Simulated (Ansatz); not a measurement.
# LaZnGa: the cost of one run

Method: DFT PBEsol, scalar-relativistic, plane waves, PAW, in Ansatz 0.2.0.

**1. The starting structure**

The cell holds 18 atoms (Ga6La5PrZn6): a = 7.752 Å, b = 7.752 Å, c = 7.764 Å, α = 90.00°, β = 90.00°, γ = 120.00°.

The coordinates of this cell stand in the input of its own run.

The host was relaxed before at PBEsol: a = 4.507 Å, b = 4.507 Å, c = 8.074 Å, α = 90.00°, β = 90.00°, γ = 120.00° (conventional cell), 23.672 Å³/atom.

Places, in fractions of the supercell: Pr in place of La at (0.667, 0.333, 0.500). The start keeps the symmetry of the ideal site.

**2. The perfect crystal in the supercell of 18 atoms**

Contents of input.yaml:

```yaml
crystal:
  lattice:
    - [0.0, -7.7518924387, 0.0]
    - [-6.7133357793, 3.8759462194, 0.0]
    - [0.0, 0.0, -7.7636943382]
  atoms:
    - { symbol: Ga, position: [0.3333333333, 0.3333333333, 0.75] }
    - { symbol: Ga, position: [0.0, 0.6666666667, 0.75] }
    - { symbol: Ga, position: [0.6666666667, 0.0, 0.75] }
    - { symbol: Ga, position: [0.3333333333, 0.0, 0.25] }
    - { symbol: Ga, position: [0.0, 0.3333333333, 0.25] }
    - { symbol: Ga, position: [0.6666666667, 0.6666666667, 0.25] }
    - { symbol: La, position: [0.6666666667, 0.3333333333, 0.5] }
    - { symbol: La, position: [0.3333333333, 0.6666666667, 0.5] }
    - { symbol: La, position: [1.0, 0.0, 0.5] }
    - { symbol: La, position: [0.6666666667, 0.3333333333, 1.0] }
    - { symbol: La, position: [0.3333333333, 0.6666666667, 1.0] }
    - { symbol: La, position: [1.0, 1.0, 1.0] }
    - { symbol: Zn, position: [0.3333333333, 0.3333333333, 0.25] }
    - { symbol: Zn, position: [0.0, 0.6666666667, 0.25] }
    - { symbol: Zn, position: [0.6666666667, 0.0, 0.25] }
    - { symbol: Zn, position: [0.3333333333, 0.0, 0.75] }
    - { symbol: Zn, position: [0.0, 0.3333333333, 0.75] }
    - { symbol: Zn, position: [0.6666666667, 0.6666666667, 0.75] }
basis:
  ecutwfc: 420
  xc_grid: 2
kpoints:
  mp_grid: { grid: [3, 3, 3], shift: [0.0, 0.0, 0.0] }
hamiltonian:
  xc: pbesol
scf:
  occupations: { method: gaussian, width: 0.05 }
output:
  forces: true
  stress: true
  eigenvalues: true
  write_density: true
  write_potential: true
  elf: true
  volumetric_format: npy
```

Command:

```bash
ansatz run input.yaml --threads 8 --pin off --max-ram 14336MiB --backend cpu --events-out ev --progress --plain --runs-dir out
```

What time and memory should one allow on 8 threads of AMD EPYC 7B13 (Zen 3), shared host?

About 3.5 s, with a peak of 1.9 GiB.
